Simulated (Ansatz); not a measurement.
**AlCl2H3O2: a nudged elastic band, and a look at its input**

Aim: a nudged elastic band from the structure below. Read the input with care, then see what the program makes of it. The step meant is a four-centre ligand exchange at charge 0 and multiplicity 1, which changes Al1–O6, H2–H5, Al1–H2, H5–O6.

Program: Ansatz 0.2.0, Gaussian basis. Level of theory: PBE0-D4/def2-SVP. These are calculated values, not measurements.

1 further run of the same task is left out (it didn't finish).

## (1) The structure

```
Al   -0.7147   -0.8014    0.2090
H    -2.0548   -0.4963    0.9554
Cl   -0.7179   -1.7986   -1.6598
Cl    1.0207   -1.1613    1.4186
H     0.4297    0.7398   -1.3971
O    -0.0436    0.8901   -0.5624
O     0.8406    1.6633    0.2352
H     1.2399    0.9643    0.8011
```

## (2) The run

The input, run/in.yaml:

```yaml
crystal:
  periodic: [false, false, false]
  atoms:
    - {symbol: Al, position_ang: [-0.714708, -0.801448, 0.208987]}
    - {symbol: H, position_ang: [-2.054794, -0.496268, 0.955365]}
    - {symbol: Cl, position_ang: [-0.717907, -1.798604, -1.659783]}
    - {symbol: Cl, position_ang: [1.020697, -1.161294, 1.418621]}
    - {symbol: H, position_ang: [0.429732, 0.739823, -1.397140]}
    - {symbol: O, position_ang: [-0.043578, 0.890067, -0.562423]}
    - {symbol: O, position_ang: [0.840553, 1.663338, 0.235231]}
    - {symbol: H, position_ang: [1.239906, 0.964285, 0.801142]}
basis:
  gaussian: {orbitals: def2-SVP}
hamiltonian: {xc: pbe0, dispersion: d4}
neb:
  images: 5
  climbing: true
  max_iterations: 30
  initial_path: idpp
  climb: true
  final_atoms:
    - {symbol: Al, position_ang: [0.627321, -0.731350, 0.392571]}
    - {symbol: H, position_ang: [-2.239595, 0.701593, -0.082914]}
    - {symbol: Cl, position_ang: [0.260337, -1.798640, -1.360372]}
    - {symbol: Cl, position_ang: [-0.323304, -1.262208, 2.156678]}
    - {symbol: H, position_ang: [-2.192215, 0.277912, -0.696992]}
    - {symbol: O, position_ang: [2.033465, 0.323835, 0.419213]}
    - {symbol: O, position_ang: [0.829727, 1.126408, 0.047465]}
    - {symbol: H, position_ang: [1.004166, 1.362348, -0.875649]}
```

On the command line:

```sh
> ansatz run in.yaml --threads 4 --pin off --events-out ev --progress --plain --max-ram 9574MiB
```

Q: Predict the outcome of this session. Wanted: outcome.

**Answer**, as computed:

```
   quantity         value
    outcome       refused
      fault  misspelt key
steps taken             0
```

In words: The program refused the input before any work. The block holds a key that the program does not know. The cure: remove the key or spell it as the program does.
